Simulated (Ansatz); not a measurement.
# CH₆OS₂Si: one species, many methods

One table from this session's results is given with a row withheld; the runs are named, their logs left out.

The runs use Ansatz 0.2.0, Gaussian basis; functionals in def2-TZVPP, the program's frozen cores in correlated methods.

The runs, in order: PBE-D4, r2SCAN-D4, PBE0-D4, B3LYP-D4, ωB97X-V, ωB97M-V, B2PLYP; CCSD(T)/def2-TZVPP; MP2/def2-QZVPP; extrapolation to the limit.

## The relaxed structure

The geometry comes from an earlier relaxation with PBE0-D4 in a triple-zeta def2 set; it is a stationary point, not always the lowest conformer.

SMILES `SCO[SiH2]S`, 11 atoms, charge 0, spin multiplicity 1.

Atoms are counted from 1 here; the program's logs count them from 0.

Bond lengths: S1–C2 1.807 Å, S1–H6 1.343 Å, C2–O3 1.402 Å, C2–H7 1.091 Å, C2–H8 1.094 Å, O3–Si4 1.641 Å, Si4–S5 2.135 Å, Si4–H9 1.485 Å, Si4–H10 1.476 Å, S5–H11 1.345 Å. Angles: C2–S1–H6 96.1°, S1–C2–O3 114.4°, S1–C2–H7 105.0°, S1–C2–H8 108.9°, O3–C2–H7 108.1°, O3–C2–H8 111.7°, H7–C2–H8 108.4°, C2–O3–Si4 124.4°, O3–Si4–S5 114.0°, O3–Si4–H9 111.2°, O3–Si4–H10 104.6°, S5–Si4–H9 102.7°, S5–Si4–H10 111.9°, H9–Si4–H10 112.8°, Si4–S5–H11 94.6°.

The first run:

Input file in.yaml:

```yaml
crystal:
  periodic: [false, false, false]
  atoms:
    - {symbol: S, position_ang: [-2.027436, -1.105782, 0.643004]}
    - {symbol: C, position_ang: [-0.291393, -0.937780, 1.115765]}
    - {symbol: O, position_ang: [0.602115, -0.905595, 0.035986]}
    - {symbol: Si, position_ang: [1.215344, 0.468146, -0.620111]}
    - {symbol: S, position_ang: [-0.268857, 1.847756, -1.291768]}
    - {symbol: H, position_ang: [-2.193479, 0.168917, 0.253022]}
    - {symbol: H, position_ang: [-0.074012, -1.826777, 1.710196]}
    - {symbol: H, position_ang: [-0.182420, -0.058244, 1.757103]}
    - {symbol: H, position_ang: [1.960928, 1.258665, 0.391738]}
    - {symbol: H, position_ang: [2.073443, 0.001323, -1.727198]}
    - {symbol: H, position_ang: [-0.748734, 1.032370, -2.247139]}
basis:
  gaussian: {orbitals: def2-TZVPP}
hamiltonian: {xc: pbe, dispersion: d4}
output: {forces: true, orbitals: {seedname: orbitals}}
```

Started as:

```sh
$ ansatz run in.yaml --threads 4 --pin off --events-out ev --progress --plain --max-ram 10444MiB
```

Among the steps run: PBE-D4 (GGA); r2SCAN-D4 (meta-GGA); PBE0-D4 (hybrid); B3LYP-D4 (hybrid); ωB97X-V (range-separated); ωB97M-V (range-separated); B2PLYP (double hybrid); CCSD(T) in def2-TZVPP; MP2 in def2-QZVPP.

One of the session's tables, all rows but one given; the rest of the session is left out.

It belongs to the step «Atomisation energies». 

| method | atomisation energy (kJ/mol) |
| --- | --- |
| PBE-D4 | ? |
| r2SCAN-D4 | 3732.8 |
| PBE0-D4 | 3708.3 |
| B3LYP-D4 | 3707.4 |
| ωB97X-V | 3747.6 |
| ωB97M-V | 3745.2 |
| B2PLYP | 3659.6 |
| HF/def2-TZVPP | 2640.9 |
| MP2/def2-TZVPP | 3664.8 |
| CCSD/def2-TZVPP | 3552.5 |
| CCSD(T)/def2-TZVPP | 3613.4 |
| MP2/CBS | 3780.3 |
| CCSD(T)/CBS | 3729.0 |

Q: Estimate the row for PBE-D4 from the others.

**Answer.** atomisation energy (kJ/mol): 3771.9. In the column «atomisation energy (kJ/mol)» it lies between ωB97X-V (3747.6) and MP2/CBS (3780.3).

Caveats from the session: Free atoms (2 S, 1 C, 1 O, 1 Si, 6 H) were run apart at each level; the atomisation energy is their sum less the molecule, without zero-point or spin-orbit terms.
